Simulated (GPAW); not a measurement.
Crystal: NbRu3C.

```xyz
5
Lattice="4.0651 0.0000 0.0000 0.0000 4.0651 0.0000 0.0000 0.0000 4.0651" Properties=species:S:1:pos:R:3 pbc="T T T"
Ru    2.0326    2.0326    0.0000
Ru    2.0326    0.0000    2.0326
Ru    0.0000    2.0326    2.0326
Nb    0.0000    0.0000    0.0000
C     2.0326    2.0326    2.0326
```

The cell comes from a database or a generator and needn't be the stable form of this composition.

| Quantity | Value |
| --- | --- |
| Program | GPAW 26.7.0 |
| Task | relaxation of cell and atoms |
| Functional | PBEsol |
| Dispersion | D3(BJ) |
| Potentials or basis | PAW data sets generated in the run's folder for this functional |
| Cutoff | 800 eV |
| Basis | pw |
| k mesh | 5 × 5 × 5 |
| Occupations | fermi-dirac, width 0.05 eV |
| Spin | no spin polarisation |

At the start: pressure -17.9 GPa; volume 13.44 Å³/atom.

Question: Where does the relaxation end?

Answer: Over 4 steps the energy falls by 49.1 meV/atom and the volume is 12.61 Å³/atom (-6.2 %); space group Pm-3m (No. 221, to 0.05 Å).

Step by step:
```
step  energy change (eV)  largest force (eV/Å)  pressure (GPa)  volume (Å³)
   1              0.0000                0.0000          -17.92        67.18
   2             -0.0875                0.0000          -14.74        66.32
   3             -0.2442                0.0000            1.46        62.73
   4             -0.2456                0.0000           -0.09        63.03
```

Final structure:
```
CELL_PARAMETERS angstrom
3.97973 0.00000 0.00000
0.00000 3.97973 0.00000
0.00000 0.00000 3.97973
ATOMIC_POSITIONS crystal
Ru 0.50000 0.50000 0.00000
Ru 0.50000 0.00000 0.50000
Ru 0.00000 0.50000 0.50000
Nb 0.00000 0.00000 0.00000
C 0.50000 0.50000 0.50000
```

Caveat: later steps reuse the first step's grids; pairwise dispersion overbinds metals, which lowers pressure and volume.
